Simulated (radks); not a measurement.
# Pm³⁺ in [Xe] 4f2 6p2: an all-electron calculation

One table from this session's results is given with a row withheld; the runs are named, their logs left out.

The numbers are computed with radks (a radial shooting solver on a logarithmic mesh, Libxc functionals) version 1 (scalar-relativistic Kohn-Sham, PBE, spin-unpolarised, spherical densities, finite nucleus), except any that are marked as measured or tabulated.

## Starting point

- element: promethium (Z = 61)
- charge: +3
- electrons: 58
- configuration: [Xe] 4f2 6p2
- nuclear rms radius: 4.962 fm

The outer shells:

Pm³⁺
```
[Xe] core
4f [↑ ][↑ ][  ][  ][  ][  ][  ]
6p [↑ ][↑ ][  ]
```

Set-up of the first run:

The run's settings:

```text
Z 61
configuration [Xe] 4f2 6p2
relativity scalar-relativistic
functional pbe,pbe
spin unpolarised
nucleus finite rms 4.962 fm
c 137.035999084
```

Command:

```bash
python run_ks.py task.json out
```

All runs below come from this command, one after another.

One table of the session follows, with a row left open; its other results are not shown here.

It belongs to the step «Radial structure». Sizes of the orbitals, from the radial functions (bohr):

```
level      <r>  outermost maximum (interpolated)  90 % within  nodes
   1s  0.02318                            0.0148       0.0419      0
   2s  0.09898                            0.0838        0.153      1
   2p  0.08712                            0.0676        0.142      0
   3s   0.2606                             0.239        0.382      2
   3p        ?                                 ?            ?      ?
   3d   0.2363                             0.192        0.369      0
   4s   0.5890                             0.550        0.844      3
   4p   0.6217                             0.574        0.902      2
   4d   0.6741                             0.597         1.01      1
   5s    1.340                              1.24         1.90      4
   5p    1.504                              1.37         2.16      3
   4f   0.8275                             0.603         1.36      0
   6p    3.417                              3.23         4.79      4
```

Estimate the missing values for 3p.

As computed: <r>: 0.2588; outermost maximum (interpolated): 0.234; 90 % within: 0.387; nodes: 1. In the column «<r>» it lies between 3d (0.2363) and 3s (0.2606).
